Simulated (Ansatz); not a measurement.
# Ho4Pt: the cost of one run

Method: DFT PBE, scalar-relativistic, plane waves, PAW; 4f electrons in the core of a trivalent norm-conserving potential, in Ansatz 0.2.0.

1 further run of the same task is left out (set aside as unsound or not needed).

## Step 1: The structure to begin with

Symmetry: Pm-3m, No. 221, cubic system. Conventional cell: a = 4.752 Å, b = 4.752 Å, c = 4.752 Å, α = 90.00°, β = 90.00°, γ = 90.00°. Ho (site symmetry m-3m) has 6 Ho at 2.38 Å in its first shell of neighbours. Around Ho (site symmetry 4/mmm) lie 2 Ho at 2.38 Å. Pt (site symmetry m-3m) has 12 Ho at 3.36 Å in its first shell of neighbours.

Structure file:

```
CELL_PARAMETERS angstrom
4.75229 0.00000 0.00000
0.00000 4.75229 0.00000
0.00000 0.00000 4.75229
ATOMIC_POSITIONS crystal
Ho 0.50000 0.50000 0.50000
Ho 0.00000 0.50000 0.50000
Ho 0.50000 0.00000 0.50000
Ho 0.50000 0.50000 0.00000
Pt 0.00000 0.00000 0.00000
```

The cell is invented: species swapped into a database cell of Mn4N (Pm-3m, No. 221). The dimensions are guesses.

## Step 2: A first look at the guess

File input.yaml:

```yaml
crystal:
  lattice:
    - [4.75228656, 0.0, 0.0]
    - [0.0, 4.75228656, 0.0]
    - [0.0, 0.0, 4.75228656]
  atoms:
    - { symbol: Ho, position: [0.5, 0.5, 0.5] }
    - { symbol: Ho, position: [0.0, 0.5, 0.5] }
    - { symbol: Ho, position: [0.5, 0.0, 0.5] }
    - { symbol: Ho, position: [0.5, 0.5, 0.0] }
    - { symbol: Pt, position: [0.0, 0.0, 0.0] }
basis:
  ecutwfc: 690
kpoints:
  mp_grid: { grid: [4, 4, 4] }
hamiltonian:
  xc: pbe
  pseudopotentials:
    kind: paw
    azcp: { Ho: "pseudopotentials/pbe/nc/lanthanide_3plus/Ho.nc.azcp" }
scf:
  occupations: { method: gaussian, width: 0.1 }
  lower_state_search: "off"
output:
  forces: true
  stress: true
  eigenvalues: true
```

Launch:

```bash
$ ansatz run input.yaml --threads 1 --pin off --max-ram 2560MiB --backend cpu --events-out ev --progress --plain --runs-dir out
```

**Question.** How long does this run take on 1 thread of Arm Neoverse N1, shared host, and how much memory does it need?

About 13 s, with a peak of 0.4 GiB.
